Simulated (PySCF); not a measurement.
# CaF⁻ at other levels of theory

What do other methods print for CaF⁻?

Computed with PySCF 2.14.0. Level: method and basis as typed in the scripts.

5 further runs of the same task are left out: 5 that didn't finish.

## Step 1: Starting geometry

CaF⁻: 2 atoms, charge -1, spin multiplicity 1.

Bond lengths: Ca1–F2 2.144 Å.

## Step 2: The base run

input.py reads:

```python
from pyscf import gto, scf, cc

mol = gto.M(
    atom='Ca 0 0 0; F 0 0 2.144',
    basis='sto-3g',
    charge=-1,
    spin=0,
    symmetry=True,
    verbose=4,
)
mf = scf.RHF(mol)
mf = mf.density_fit(auxbasis='def2-universal-jkfit')
mf.kernel()
mycc = cc.CCSD(mf)
mycc.kernel()
e = mycc.eaccsd(nroots=3)[0]
print('roots (eV) =', (e*27.211386).round(3))
mf.dip_moment()
print('orbital energies (hartree):', mf.mo_energy[..., max(0, mol.nelec[1]-3):mol.nelec[0]+3].round(4))
```

Started as:

```bash
$ python input.py
```

## Step 3: Gradient

Run 1 changes step after the SCF: eomea → gradient.

input.py, as its differences from that of step 2:

```diff
@@ -1,2 +1,2 @@
-from pyscf import gto, scf, cc
+from pyscf import gto, scf
 
@@ -13,6 +13,3 @@
 mf.kernel()
-mycc = cc.CCSD(mf)
-mycc.kernel()
-e = mycc.eaccsd(nroots=3)[0]
-print('roots (eV) =', (e*27.211386).round(3))
+mf.nuc_grad_method().kernel()
 mf.dip_moment()
```

## Step 4: Stability test

Run 2 changes step after the SCF: eomea → stability; point-group symmetry: on → off.

input.py reads:

```python
from pyscf import gto, scf

mol = gto.M(
    atom='Ca 0 0 0; F 0 0 2.144',
    basis='sto-3g',
    charge=-1,
    spin=0,
    verbose=4,
)
mf = scf.RHF(mol)
mf = mf.density_fit(auxbasis='def2-universal-jkfit')
mf.kernel()
mf.stability(internal=True, external=True)
mf.dip_moment()
print('orbital energies (hartree):', mf.mo_energy[..., max(0, mol.nelec[1]-3):mol.nelec[0]+3].round(4))
```

## Step 5: CISD

Run 3 changes step after the SCF: eomea → cisd; frozen orbitals: none → 6.

input.py, as its differences from that of step 2:

```diff
@@ -1,2 +1,2 @@
-from pyscf import gto, scf, cc
+from pyscf import gto, scf, ci
 
@@ -13,6 +13,3 @@
 mf.kernel()
-mycc = cc.CCSD(mf)
-mycc.kernel()
-e = mycc.eaccsd(nroots=3)[0]
-print('roots (eV) =', (e*27.211386).round(3))
+ci.CISD(mf, frozen=6).kernel()
 mf.dip_moment()
```

## Step 6: ROHF

Run 4 changes SCF type: RHF → ROHF.

input.py, as its differences from that of step 2:

```diff
@@ -10,3 +10,3 @@
 )
-mf = scf.RHF(mol)
+mf = scf.ROHF(mol)
 mf = mf.density_fit(auxbasis='def2-universal-jkfit')
```

## Step 7: MP2

Run 5 changes step after the SCF: eomea → mp2; frozen orbitals: none → 6.

input.py, as its differences from that of step 2:

```diff
@@ -1,2 +1,2 @@
-from pyscf import gto, scf, cc
+from pyscf import gto, scf, mp
 
@@ -13,6 +13,3 @@
 mf.kernel()
-mycc = cc.CCSD(mf)
-mycc.kernel()
-e = mycc.eaccsd(nroots=3)[0]
-print('roots (eV) =', (e*27.211386).round(3))
+mp.MP2(mf, frozen=6).kernel()
 mf.dip_moment()
```

## Step 8: CASCI

Run 6 changes step after the SCF: eomea → casci; active space: none → 6 electrons in 6 orbitals.

input.py, as its differences from that of step 2:

```diff
@@ -1,2 +1,2 @@
-from pyscf import gto, scf, cc
+from pyscf import gto, scf, mcscf
 
@@ -13,6 +13,5 @@
 mf.kernel()
-mycc = cc.CCSD(mf)
-mycc.kernel()
-e = mycc.eaccsd(nroots=3)[0]
-print('roots (eV) =', (e*27.211386).round(3))
+mc = mcscf.CASCI(mf, 6, 6)
+mc.kernel()
+mc.analyze()
 mf.dip_moment()
```

Q: Predict the outcome of this session. Wanted: for each run, E(SCF); from base; gap; after the SCF.

**Answer**, as computed:

| run | E(SCF) (hartree) | from base (eV) | cycles | gap (eV) | after the SCF |
| --- | --- | --- | --- | --- | --- |
| base | -767.817994 | 0 | 9 | 9.19 | CCSD correlation -1.468 eV, first root 12.72 eV |
| gradient | -767.817994 | 0.0000 | 9 | 9.19 | n/a |
| stability test | -767.817994 | 0.0000 | 9 | 9.19 | stable |
| CISD | -767.817994 | 0.0000 | 9 | 9.19 | CISD correlation -1.524 eV, core frozen |
| ROHF | -767.817994 | 0.0000 | 9 | n/a | CCSD correlation -1.468 eV, first root 16.27 eV |
| MP2 | -767.817994 | 0.0000 | 9 | 9.19 | MP2 correlation -1.318 eV, core frozen |
| CASCI | -767.817994 | 0.0000 | 9 | 9.19 | CASCI correlation -1.130 eV |

In words: The highest filled level of this anion is positive: the basis lacks diffuse functions or the electron is not bound, so these numbers hang on the basis. With ROHF the SCF ends at the base energy. On the same reference and core, CISD gains 1.52 eV in 0.73 s; MP2 reaches 86 % of that in 0.66 s.
